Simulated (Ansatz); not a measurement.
# CH3FS2Si, SMILES F[SiH]1SC1S: a rigid torsion scan

Program: Ansatz 0.2.0, Python API.

Typed at the interpreter:
```pycon
>>> import ansatz as az
>>> from ase import Atoms
>>> atoms = Atoms(["F", "Si", "S", "C", "S", "H", "H", "H"], positions=[
...     [-1.754, 0.9267, 0.5427],
...     [-0.2205, 1.0856, 0.3933],
...     [0.5543, -0.7879, 1.1834],
...     [0.7102, -0.2725, -0.4272],
...     [-0.2527, -1.2954, -1.5391],
...     [0.4393, 2.1562, 1.2095],
...     [1.6466, -0.0251, -0.792],
...     [-1.0311, -1.8448, -0.6265],
... ])
>>> # start the scan from a relaxed geometry
>>> first = (
...     az.Crystal.molecule_from_ase(atoms).calculation()
...     .basis(gaussian="def2-SVP")
...     .functional("pbe0", dispersion="d3bj")
...     .relax(force_tolerance=0.02, max_steps=80)
... )
>>> atoms.positions = first.run().report["positions_ang"]

>>> start = atoms.get_dihedral(1, 3, 4, 7)
>>> energies = {}
>>> for turn in range(0, 360, 40):
...     turned = atoms.copy()
...     turned.set_dihedral(1, 3, 4, 7, start + turn, indices=[4, 7])
...     calculation = az.Crystal.molecule_from_ase(turned).calculation()
...     calculation = calculation.basis(gaussian="def2-SVP").functional("pbe0", dispersion="d3bj")
...     energies[round((start + turn) % 360)] = calculation.run().report["free_energy_ev"]
...
>>> floor = min(energies.values())
>>> print("dihedral Si1-C3-S4-H7 (deg)   E - E(min) (kcal/mol)")
dihedral Si1-C3-S4-H7 (deg)   E - E(min) (kcal/mol)
>>> for angle, e in sorted(energies.items()):
...     print(f"{angle:8d} {23.060548 * (e - floor):14.3f}  " + "#" * int(30 * (e - floor) / max(max(energies.values()) - floor, 1e-9)))
...
      35          1.786  ##########
      75          4.023  ########################
     115          4.971  ##############################
     155          3.464  ####################
     195          0.947  #####
     235          2.140  ############
     275          4.014  ########################
     315          1.763  ##########
     355          0.000
```

The scan is rigid and the energies are electronic, in a modest basis. With rigid groups the curve can differ much from the relaxed path, the start wasn't checked as a minimum of this torsion, and equivalent turns needn't return to the same energy. Wall time of the script: 81 s on 1 thread of Arm Neoverse V2 (shared host), peak memory 0.29 GiB.

(Lines on the test bed's own set-up are left out of the output.)
